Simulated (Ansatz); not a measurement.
**HfCl (quartet): from Hartree-Fock to the top rungs, def2-SVP**

One table from this session's results is given with a row withheld; the runs are named, their logs left out.

Method: def2-SVP, core rule «outside noble gas», up to 9 orbitals frozen; program: Ansatz 0.2.0, Gaussian basis.

Plan: UHF; CCSD(T) on ROHF; CCSD(T) on UHF; CISD; CCSDT(Q) on ROHF; CCSDT(Q) on UHF.

27 further runs of the same task are left out: 12 for a known fault of the program, 7 that didn't finish, 8 set aside as unsound or not needed.

## What is computed

The geometry is a PBE0/def2-TZVP stationary point (not a proven minimum) of the parent state, kept for this charge and spin. No spin-orbit coupling is included. Elements past krypton take def2 core potentials.

2 atoms, charge 0, spin multiplicity 4.

Atoms are counted from 1 here; the program's logs count them from 0.

Bond lengths: Hf1–Cl2 3.106 Å.

The first run:

in.yaml

```yaml
crystal:
  periodic: [false, false, false]
  atoms:
    - {symbol: Hf, position_ang: [0.000000, 0.000000, 0.000000]}
    - {symbol: Cl, position_ang: [0.000000, 0.000000, 3.105600]}
basis:
  gaussian: {orbitals: def2-SVP}
magnetization: {spin_polarized: true, initial_magnetization: 3}
hamiltonian: {xc: hf}
output: {orbitals: {seedname: orbitals}}
```

On the command line:

```console
ansatz run in.yaml --threads 1 --pin off --events-out ev --progress --plain --max-ram 2393MiB
```

Among the steps run: UHF; CCSD(T) on ROHF; CCSD(T) on UHF; CISD; CCSDT(Q) on ROHF; CCSDT(Q) on UHF.

One table of the session follows, with a row left open; its other results are not shown here.

It belongs to the step «Misses and costs». 

| method | from RCCSDT(Q) (kcal/mol) |
| --- | --- |
| ROHF | +109.97 |
| UHF | +107.70 |
| RMP2 | +14.13 |
| UMP2 | +12.05 |
| CISD | +9.02 |
| RCCSD | +3.41 |
| UCCSD | +1.47 |
| RCCSD(T) | +0.91 |
| UCCSD(T) | -0.99 |
| RCCSDT | +0.30 |
| UCCSDT | -1.45 |
| RCCSDT(Q) | 0 |
| UCCSDT(Q) | ? |

Q: Estimate the row for UCCSDT(Q) from the others.

**Answer.** from RCCSDT(Q) (kcal/mol): -1.78. In the column «from RCCSDT(Q) (kcal/mol)» it is the lowest.

Caveats from the session: Restricted and unrestricted rows rest on different reference determinants; where their highest levels disagree by more than a few hundredths of an eV, they describe different states and don't form one ladder.
